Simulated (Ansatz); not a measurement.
# WS2: the cost of one run

Method: DFT, plane waves, PAW, no spin polarisation, in Ansatz 0.2.0.

## (1) Starting point

The cell holds 3 atoms (S2W): a = 6.361 Å, b = 6.361 Å, c = 6.361 Å, α = 29.11°, β = 29.11°, γ = 29.11°.

As a file:

```
W S
1.0
     1.59860    0.92295    6.08710
    -1.59860    0.92295    6.08710
     0.00000   -1.84590    6.08710
W S
1 2
Direct
  0.00000 0.00000 0.00000
  0.24773 0.24773 0.24773
  0.75227 0.75227 0.75227
```

## (2) Run 1: r2SCAN

input.yaml reads:

```yaml
crystal:
  lattice:
    - [1.5985959938, 0.9229498273, 6.0871025276]
    - [-1.5985959938, 0.9229498273, 6.0871025276]
    - [0.0, -1.8458996547, 6.0871025276]
  atoms:
    - { symbol: W, position: [0.0, 0.0, 0.0] }
    - { symbol: S, position: [0.2477300233, 0.2477300233, 0.2477300233] }
    - { symbol: S, position: [0.7522699767, 0.7522699767, 0.7522699767] }
kpoints:
  mp_grid: { grid: [6, 6, 6] }
hamiltonian:
  xc: r2scan
scf:
  occupations: { method: fermi_dirac, width: 0.026 }
md:
  ensemble: nvt_nose_hoover
  temperature: 300
  timestep: 2.0
  n_steps: 30
  initial_velocities: maxwell_boltzmann
  seed: 3030
```

Started as:

```bash
> ansatz run input.yaml --threads 4 --pin off --max-ram 3686MiB --backend cpu --events-out ev --progress --plain --runs-dir out
```

What time and memory should one allow on 4 threads of Intel Xeon at 2.50GHz (Skylake/Cascade Lake), shared host?

About 3.2 min, with a peak of 0.67 GiB.
